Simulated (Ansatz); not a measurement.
# Cu: the cost of one run

Computed with Ansatz 0.2.0 (DFT LDA, scalar-relativistic, plane waves, PAW, unless a step's input says otherwise).

### 1 The starting structure

It takes space group Fm-3m (No. 225, cubic). Conventional cell: a = 3.610 Å, b = 3.610 Å, c = 3.610 Å, α = 90.00°, β = 90.00°, γ = 90.00°. Cu (site symmetry m-3m) is surrounded by 12 Cu at 2.55 Å.

As a file:

```cif
data_structure
_symmetry_space_group_name_H-M 'Fm-3m'
_symmetry_Int_Tables_number 225
_cell_length_a 3.6100
_cell_length_b 3.6100
_cell_length_c 3.6100
_cell_angle_alpha 90.000
_cell_angle_beta 90.000
_cell_angle_gamma 90.000
_cell_volume 47.05
loop_
_atom_site_label
_atom_site_type_symbol
_atom_site_symmetry_multiplicity
_atom_site_Wyckoff_symbol
_atom_site_fract_x
_atom_site_fract_y
_atom_site_fract_z
_atom_site_occupancy
Cu1 Cu 4 a 0.00000 0.00000 0.00000 1
```

### 2 Relaxing cell and atoms: Cu, no spin

File input.yaml:

```yaml
crystal:
  lattice:
    - [0.0, 1.805, 1.805]
    - [1.805, 0.0, 1.805]
    - [1.805, 1.805, 0.0]
  atoms:
    - { symbol: Cu, position: [0.0, 0.0, 0.0] }
scf:
  occupations: { method: gaussian, width: 0.1 }
output:
  forces: true
  stress: true
  eigenvalues: true
  write_density: true
  write_potential: true
  elf: true
  volumetric_format: npy
kpoints:
  mp_grid: { grid: [38, 38, 38] }
hamiltonian:
  xc: lda
relax:
  f_tol: 0.003
  max_steps: 60
  cell: { stress_tol: 0.02 }
```

Run with:

```console
> ansatz run input.yaml --threads 8 --pin off --max-ram 24576MiB --backend cpu --events-out ev --progress --plain --runs-dir out
```

Q: Estimate wall time and peak memory on 8 threads of Intel Xeon 6975P-C (Granite Rapids), shared host.

About 12 s, with a peak of 0.63 GiB.
